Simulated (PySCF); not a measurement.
# C7H8O3: magnetic properties

Computed with PySCF 2.14.0 and routines of our own; the level stands in each step. Atoms count from 0.

### 1 The starting structure

18 atoms, charge 0, multiplicity 1; geometry from: GFN2-xTB.

### 2 Magnetic properties: GIAO PBE/pcSseg-1

Job settings and geometry (Å):

```
{"job": {"kind": "mag", "xc": "PBE", "basis": "pcSseg-1", "isotopologues": 0}, "charge": 0, "multiplicity": 1}
O      2.804342     0.085338     1.061548
C      2.779760    -0.530717     0.037453
O      1.722235    -0.921750    -0.658858
C      0.426634    -0.638617    -0.266167
C     -0.617644    -1.374388    -0.625901
C     -1.901168    -0.803088    -0.116448
C     -1.466066     0.348021     0.809839
C      0.027391     0.579975     0.533919
C      0.293133     1.825233    -0.283813
O     -0.534394     2.619770    -0.622626
H      3.679405    -0.879762    -0.497411
H     -0.573899    -2.268665    -1.220345
H     -2.491109    -1.553181     0.411339
H     -2.504397    -0.442120    -0.952524
H     -2.022766     1.261399     0.604840
H     -1.618930     0.078441     1.853289
H      0.629997     0.670231     1.443561
H      1.358719     1.950199    -0.556676
```

With the program's defaults for keys left out, this is: GIAO PBE/pcSseg-1 magnetisability, rotational g tensor and spin-rotation constants, non-relativistic, gas phase.

The run is started by

```
$ OMP_NUM_THREADS=1 python excited_run.py task.json out
```

The driver reads the jobs from task.json and runs them one after another.

Q: Estimate the wall time and peak memory of this first job on 1 thread of Arm Neoverse V2, shared host.

About 57 s, with a peak of 0.74 GiB.
